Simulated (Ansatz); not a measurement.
# CO: the cost of one run

Method: DFT r2SCAN, scalar-relativistic, plane waves, PAW, in Ansatz 0.2.0.

1 further run of the same task is left out (set aside as unsound or not needed).

## (1) The structure to begin with

Symmetry: F-43m, No. 216, cubic system. Conventional cell: a = 4.675 Å, b = 4.675 Å, c = 4.675 Å, α = 90.00°, β = 90.00°, γ = 90.00°. Around C (site symmetry -43m) lie 4 O at 2.02 Å. O (site symmetry -43m) has 4 C at 2.02 Å as nearest neighbours.

Coordinates:

```xyz
2
Lattice="0.0000 2.3373 2.3373 2.3373 0.0000 2.3373 2.3373 2.3373 0.0000" Properties=species:S:1:pos:R:3 pbc="T T T"
C     0.0000    0.0000    0.0000
O     3.5059    3.5059    3.5059
```

This is candidate A: zinc blende type (F-43m, No. 216).

(A quick probe on a coarse mesh, which set the mesh and smearing, is not shown.)

## (3) A loose first relaxation (candidate A)

File input.yaml:

```yaml
crystal:
  lattice:
    - [0.0, 2.3372593275, 2.3372593275]
    - [2.3372593275, 0.0, 2.3372593275]
    - [2.3372593275, 2.3372593275, 0.0]
  atoms:
    - { symbol: C, position: [0.0, 0.0, 0.0] }
    - { symbol: O, position: [0.75, 0.75, 0.75] }
basis:
  ecutwfc: 500
kpoints:
  mp_grid: { grid: [6, 6, 6] }
hamiltonian:
  xc: r2scan
scf:
  occupations: { method: gaussian, width: 0.1 }
  lower_state_search: "off"
output:
  forces: true
  stress: true
  eigenvalues: true
relax:
  adjacent_minimum: "off"
  f_tol: 0.04
  max_steps: 70
  cell: { stress_tol: 0.4 }
```

The run is started by

```
$ ansatz run input.yaml --threads 1 --pin off --max-ram 2560MiB --backend cpu --events-out ev --progress --plain --runs-dir out
```

**Question.** How long does this run take on 1 thread of Arm Neoverse V1, shared host, and how much memory does it need?

About 10 s, with a peak of 0.33 GiB.
